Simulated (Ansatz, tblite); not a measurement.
# The cluster H2Au3+: a ladder of methods and basis sets

An exercise on one series of results from a longer session: the logs are not shown, and one member is left open.

The runs use Ansatz 0.2.0, Gaussian basis; as each input shows.

Levels to be run: GFN1-xTB, GFN2-xTB, PBE-D4/def2-TZVP, r2SCAN-D4/def2-TZVP, LC-ωPBE/def2-TZVP, B3LYP-D4/def2-TZVP, CAM-B3LYP-D4/def2-TZVP, LDA/def2-TZVP, BHLYP-D4/def2-TZVP, PBE-D4/def2-SVP, PBE0-D4/def2-SVP, CCSD(T)/def2-TZVP, RPA/def2-TZVP.

## The geometry

The geometry is that of the singlet, from an earlier relaxation (PBE-D4/def2-TZVP). At that level it is the lowest of the isomers that a small search found.

5 atoms, charge 1, spin multiplicity 1.

Bond lengths: Au1–Au2 2.650 Å, Au1–Au3 2.650 Å, Au1–H4 1.803 Å, Au1–H5 1.804 Å, Au2–H4 1.648 Å, Au3–H5 1.648 Å. Angles: Au2–Au1–Au3 166.7°, Au2–Au1–H4 37.7°, Au2–Au1–H5 150.0°, Au3–Au1–H4 150.0°, Au3–Au1–H5 37.8°, H4–Au1–H5 142.1°, Au1–Au2–H4 42.0°, Au1–Au3–H5 42.1°, Au1–H4–Au2 100.2°, Au1–H5–Au3 100.2°.

Au takes a core potential in the def2 sets. No spin-orbit coupling is included. The ion is computed in the gas phase, without counter-ions or solvent.

PBE0-D4/def2-TZVP was run before; its log isn't repeated, and its numbers join the tables.

Set-up of the first run:

Tight binding, by tblite at 300 K electronic temperature and without a spin-polarisation term:

```python
tblite.interface.Calculator('GFN1-xTB', numbers, positions, charge=1, uhf=0).singlepoint()
```

Tight binding, by tblite at 300 K electronic temperature and without a spin-polarisation term:

```python
tblite.interface.Calculator('GFN2-xTB', numbers, positions, charge=1, uhf=0).singlepoint()
```

start.molden holds the orbitals of an earlier run on this state, given as this run's starting guess.

Input file in.yaml:

```yaml
crystal:
  periodic: [false, false, false]
  atoms:
    - {symbol: Au, position_ang: [-0.107643, 0.026423, -0.012072]}
    - {symbol: Au, position_ang: [-0.994069, -1.340601, 2.077863]}
    - {symbol: Au, position_ang: [0.187086, 1.539579, -2.167100]}
    - {symbol: H, position_ang: [0.226887, -0.289236, 1.731611]}
    - {symbol: H, position_ang: [0.687729, 0.063825, -1.630292]}
basis:
  gaussian: {orbitals: def2-TZVP, initial_orbitals: start.molden}
total_charge: 1
hamiltonian: {xc: pbe, dispersion: d4}
scf: {omitted_lower_state_checks: [starts]}
output: {orbitals: {seedname: orbitals}}
```

The run is started by

```sh
> ansatz run in.yaml --threads 2 --pin off --events-out ev --progress --plain --max-ram 4352MiB
```

Steps of the session up to this table: PBE-D4/def2-TZVP; r2SCAN-D4/def2-TZVP; LC-ωPBE/def2-TZVP; B3LYP-D4/def2-TZVP; CAM-B3LYP-D4/def2-TZVP; LDA/def2-TZVP; BHLYP-D4/def2-TZVP; PBE-D4/def2-SVP; PBE0-D4/def2-SVP; CCSD(T)/def2-TZVP; RPA/def2-TZVP.

One table of the session follows, with a row left open; its other results are not shown here.

```
                 level  HOMO (eV)  LUMO (eV)  gap (eV)
         LDA/def2-TZVP     -12.11      -9.29      2.82
       PBE-D4/def2-SVP     -11.81      -8.86      2.94
      PBE-D4/def2-TZVP     -11.79      -8.89      2.90
   r2SCAN-D4/def2-TZVP     -11.95      -8.63      3.32
    B3LYP-D4/def2-TZVP     -12.64      -8.19      4.44
      PBE0-D4/def2-SVP     -12.80      -7.80      5.00
     PBE0-D4/def2-TZVP     -12.79      -7.81      4.98
    BHLYP-D4/def2-TZVP          ?          ?         ?
CAM-B3LYP-D4/def2-TZVP     -14.03      -6.86      7.18
     LC-ωPBE/def2-TZVP     -15.16      -5.43      9.73
```

Estimate the missing values for BHLYP-D4/def2-TZVP.

The run gave: HOMO (eV): -13.67; LUMO (eV): -6.80; gap (eV): 6.87. In the column «HOMO (eV)» it lies between CAM-B3LYP-D4/def2-TZVP (-14.03) and PBE0-D4/def2-SVP (-12.80).
